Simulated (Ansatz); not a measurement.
# C3H7ClSi: the cost of one run

Method: RKS B3LYP-D4/def2-SVP, in Ansatz 0.2.0.

### Step 1. The structure to begin with

Bond lengths: Si1–C2 1.799 Å, C2–C3 1.353 Å, C3–C4 1.426 Å, C4–Cl5 1.757 Å, Si1–H6 1.551 Å, Si1–H7 1.484 Å, Si1–H8 1.431 Å, C2–H9 1.114 Å, C3–H10 1.114 Å, C4–H11 1.180 Å, C4–H12 1.071 Å. Angles (14 of 18 angles, heavy atoms first): Si1–C2–C3 130.0°, C2–C3–C4 132.9°, C3–C4–Cl5 113.2°, Si1–C2–H9 109.2°, C3–C2–H9 120.7°, C2–Si1–H6 108.8°, C2–Si1–H7 109.3°, C2–Si1–H8 111.8°, C2–C3–H10 113.6°, C4–C3–H10 113.5°, C3–C4–H11 110.6°, C3–C4–H12 112.8°, Cl5–C4–H11 105.5°, Cl5–C4–H12 108.9°.

Coordinates:

```xyz
12

Si   -0.7949   -0.5616    1.5893
C     0.7401   -0.2922    0.6903
C     0.9416    0.0981   -0.5899
C     0.0540    0.4507   -1.6486
Cl    0.1651    2.1425   -2.1086
H    -1.3801    0.8134    2.0031
H    -1.7974   -1.1672    0.6783
H    -0.5905   -1.3571    2.7616
H     1.6021   -0.4830    1.3701
H     2.0177    0.1712   -0.8693
H    -1.0681    0.2861   -1.3217
H     0.1874   -0.1561   -2.5206
```

### Step 2. End point A

Input file input.yaml:

```yaml
crystal:
  periodic: [false, false, false]
  atoms:
    - { symbol: Si, position_ang: [-0.7949, -0.5616, 1.5893] }
    - { symbol: C, position_ang: [0.7401, -0.2922, 0.6903] }
    - { symbol: C, position_ang: [0.9416, 0.0981, -0.5899] }
    - { symbol: C, position_ang: [0.054, 0.4507, -1.6486] }
    - { symbol: Cl, position_ang: [0.1651, 2.1425, -2.1086] }
    - { symbol: H, position_ang: [-1.3801, 0.8134, 2.0031] }
    - { symbol: H, position_ang: [-1.7974, -1.1672, 0.6783] }
    - { symbol: H, position_ang: [-0.5905, -1.3571, 2.7616] }
    - { symbol: H, position_ang: [1.6021, -0.483, 1.3701] }
    - { symbol: H, position_ang: [2.0177, 0.1712, -0.8693] }
    - { symbol: H, position_ang: [-1.0681, 0.2861, -1.3217] }
    - { symbol: H, position_ang: [0.1874, -0.1561, -2.5206] }
basis:
  gaussian: { orbitals: def2-SVP }
hamiltonian:
  xc: b3lyp
  dispersion: d4
relax:
  f_tol: 0.015
  max_steps: 40
output:
  orbitals: {}
```

Command:

```sh
$ ansatz run input.yaml --threads 2 --pin off --max-ram 3072MiB --backend cpu --events-out ev --progress --plain --runs-dir out
```

What time and memory should one allow on 2 threads of Arm Neoverse V1, shared host?

About 78 s, with a peak of 0.26 GiB.
